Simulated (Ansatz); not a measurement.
# RbW2: the cost of one run

Method: DFT PBE, scalar-relativistic, plane waves, PAW, in Ansatz 0.2.0.

1 further run of the same task is left out (it didn't finish).

### 1 The starting structure

Symmetry: P6/mmm, No. 191, hexagonal system. Conventional cell: a = 4.185 Å, b = 4.185 Å, c = 4.518 Å, α = 90.00°, β = 90.00°, γ = 120.00°. Rb (site symmetry 6/mmm) has 12 W at 3.31 Å as nearest neighbours. W (site symmetry -6m2) has 3 W at 2.42 Å as nearest neighbours.

Structure file:

```cif
data_structure
_symmetry_space_group_name_H-M 'P 1'
_symmetry_Int_Tables_number 1
_cell_length_a 4.1845
_cell_length_b 4.1845
_cell_length_c 4.5182
_cell_angle_alpha 90.000
_cell_angle_beta 90.000
_cell_angle_gamma 120.000
_cell_volume 68.51
loop_
_atom_site_label
_atom_site_type_symbol
_atom_site_fract_x
_atom_site_fract_y
_atom_site_fract_z
_atom_site_occupancy
Rb1 Rb 0.00000 0.00000 0.00000 1
W1 W 0.33333 0.66667 0.50000 1
W2 W 0.66667 0.33333 0.50000 1
```

This is candidate A: AlB2 type (P6/mmm, No. 191).

(A quick probe on a coarse mesh, which set the mesh and smearing, is not shown.)

### 3 Rough relaxation on the coarse mesh (candidate A)

Input file input.yaml:

```yaml
crystal:
  lattice:
    - [4.1845046514, 0.0, 0.0]
    - [-2.0922523257, 3.6238873304, 0.0]
    - [0.0, 0.0, 4.5181528628]
  atoms:
    - { symbol: Rb, position: [0.0, 0.0, 0.0] }
    - { symbol: W, position: [0.3333333333, 0.6666666667, 0.5] }
    - { symbol: W, position: [0.6666666667, 0.3333333333, 0.5] }
basis:
  ecutwfc: 420
kpoints:
  mp_grid: { grid: [6, 6, 4] }
hamiltonian:
  xc: pbe
scf:
  occupations: { method: gaussian, width: 0.1 }
  lower_state_search: "off"
output:
  forces: true
  stress: true
  eigenvalues: true
relax:
  adjacent_minimum: "off"
  f_tol: 0.04
  max_steps: 70
  cell: { stress_tol: 0.4 }
```

The run is started by

```sh
ansatz run input.yaml --threads 1 --pin off --max-ram 2560MiB --backend cpu --events-out ev --progress --plain --runs-dir out
```

What time and memory should one allow on 1 thread of Arm Neoverse V2, shared host?

About 25 s, with a peak of 0.37 GiB.
